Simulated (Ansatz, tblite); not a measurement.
**The cluster B4H10O11: a ladder of methods and basis sets**

How do method and basis change the picture of the cluster B4H10O11 (singlet)?

The runs use Ansatz 0.2.0, Gaussian basis; as each input shows.

The runs, in order: GFN1-xTB, GFN2-xTB, PBE-D4/def2-TZVP, r2SCAN-D4/def2-TZVP, PBE-D4/def2-SVP, PBE0-D4/def2-SVP, HF/STO-3G, HF/6-31G, B3LYP-D4/6-31G, MP2/def2-SVP.

5 further runs of the same task are left out: 3 that didn't finish, 2 set aside as unsound or not needed.

## Step 1: The relaxed structure

The singlet was relaxed beforehand with PBE-D4/def2-SVP.

25 atoms, charge 0, spin multiplicity 1.

Bond lengths: B1–O6 1.389 Å, B1–O7 1.394 Å, B1–O8 1.352 Å, B2–O5 1.381 Å, B2–O7 1.385 Å, B2–O9 1.374 Å, B3–O10 1.388 Å, B3–O11 1.388 Å, B3–O12 1.367 Å, B4–O13 1.382 Å, B4–O14 1.388 Å, B4–O15 1.366 Å, O5–H16 0.988 Å, O6–H17 0.974 Å, O8–H18 0.998 Å, O9–H19 0.991 Å, O10–H20 0.989 Å, O11–H21 0.987 Å and more. Angles: O6–B1–O7 116.7°, O6–B1–O8 121.6°, O7–B1–O8 121.7°, O5–B2–O7 122.5°, O5–B2–O9 118.1°, O7–B2–O9 119.0°, O10–B3–O11 124.2°, O10–B3–O12 119.9°, O11–B3–O12 115.9°, O13–B4–O14 114.3°, O13–B4–O15 126.8°, O14–B4–O15 118.9°, B2–O5–H16 108.0°, B1–O6–H17 111.4°, B1–O7–B2 125.1°, B1–O8–H18 111.2°, B2–O9–H19 109.1°, B3–O10–H20 113.0° and more.

PBE0-D4/def2-TZVP was run before; its log isn't repeated, and its numbers join the tables.

## Step 2: GFN1-xTB

Tight binding, by tblite at 300 K electronic temperature and without a spin-polarisation term:

```python
tblite.interface.Calculator('GFN1-xTB', numbers, positions, charge=0, uhf=0).singlepoint()
```

Energy -1723.5094 eV, HOMO -13.62 eV, LUMO -4.70 eV; 0.02 s.

## Step 3: GFN2-xTB

Tight binding, by tblite at 300 K electronic temperature and without a spin-polarisation term:

```python
tblite.interface.Calculator('GFN2-xTB', numbers, positions, charge=0, uhf=0).singlepoint()
```

Energy -1505.3058 eV, HOMO -12.45 eV, LUMO -4.86 eV; 0.014 s.

## Step 4: PBE-D4/def2-TZVP

start.molden holds the orbitals of an earlier run on this state, given as this run's starting guess.

Contents of in.yaml:

```yaml
crystal:
  periodic: [false, false, false]
  atoms:
    - {symbol: B, position_ang: [-1.821179, -0.793198, 0.194467]}
    - {symbol: B, position_ang: [0.357144, -1.791086, -0.390076]}
    - {symbol: B, position_ang: [-0.016167, 1.584083, -1.802271]}
    - {symbol: B, position_ang: [1.172176, 0.595280, 1.603124]}
    - {symbol: O, position_ang: [0.341842, -2.731921, 0.620167]}
    - {symbol: O, position_ang: [-2.246964, -1.920656, 0.884871]}
    - {symbol: O, position_ang: [-0.714392, -0.949173, -0.638674]}
    - {symbol: O, position_ang: [-2.431457, 0.403242, 0.346709]}
    - {symbol: O, position_ang: [1.535291, -1.589076, -1.067174]}
    - {symbol: O, position_ang: [1.289772, 1.115159, -1.831527]}
    - {symbol: O, position_ang: [-0.615781, 2.153995, -0.687922]}
    - {symbol: O, position_ang: [-0.791642, 1.513209, -2.925857]}
    - {symbol: O, position_ang: [2.191233, 0.487297, 0.676245]}
    - {symbol: O, position_ang: [0.706851, 1.889641, 1.791456]}
    - {symbol: O, position_ang: [0.576199, -0.427233, 2.285626]}
    - {symbol: H, position_ang: [-0.586525, -2.811713, 0.948018]}
    - {symbol: H, position_ang: [-2.979178, -1.710917, 1.492140]}
    - {symbol: H, position_ang: [-1.928211, 1.126588, -0.121041]}
    - {symbol: H, position_ang: [1.446285, -0.786765, -1.641692]}
    - {symbol: H, position_ang: [1.743572, 1.179895, -0.954797]}
    - {symbol: H, position_ang: [-0.039826, 2.239549, 0.108656]}
    - {symbol: H, position_ang: [-0.306424, 1.091315, -3.655439]}
    - {symbol: H, position_ang: [2.348131, -0.430738, 0.357025]}
    - {symbol: H, position_ang: [-0.017073, 1.896398, 2.444846]}
    - {symbol: H, position_ang: [0.786315, -1.333167, 1.963130]}
basis:
  gaussian: {orbitals: def2-TZVP, initial_orbitals: start.molden}
hamiltonian: {xc: pbe, dispersion: d4}
scf: {omitted_lower_state_checks: [starts]}
output: {orbitals: {seedname: orbitals}}
```

The run is started by

```console
$ ansatz run in.yaml --threads 4 --pin off --events-out ev --progress --plain --max-ram 6963MiB
```

Further steps of the session: r2SCAN-D4/def2-TZVP; PBE-D4/def2-SVP; PBE0-D4/def2-SVP; HF/STO-3G; HF/6-31G; B3LYP-D4/6-31G; MP2/def2-SVP.

**Question.** What will the summary of the whole plan be? Wanted: gap in def2-TZVP, named functionals, smallest and largest; correlation energy, MP2/def2-SVP; binding an atom, functionals in def2-TZVP; PBE0 total energy, smallest basis above largest.

As calculated:

```
                                                 quantity                                value
gap in def2-TZVP, named functionals, smallest and largest  6.67 eV (PBE-D4), 9.27 eV (PBE0-D4)
                         correlation energy, MP2/def2-SVP                            -65.27 eV
                binding an atom, functionals in def2-TZVP   4.67 (PBE0-D4) to 4.82 eV (PBE-D4)
          PBE0 total energy, smallest basis above largest       29.35 eV (def2-SVP, def2-TZVP)
```

In words: Over the named functionals in def2-TZVP the gap runs from 6.67 eV (PBE-D4) to 9.27 eV (PBE0-D4); exact exchange widens it.
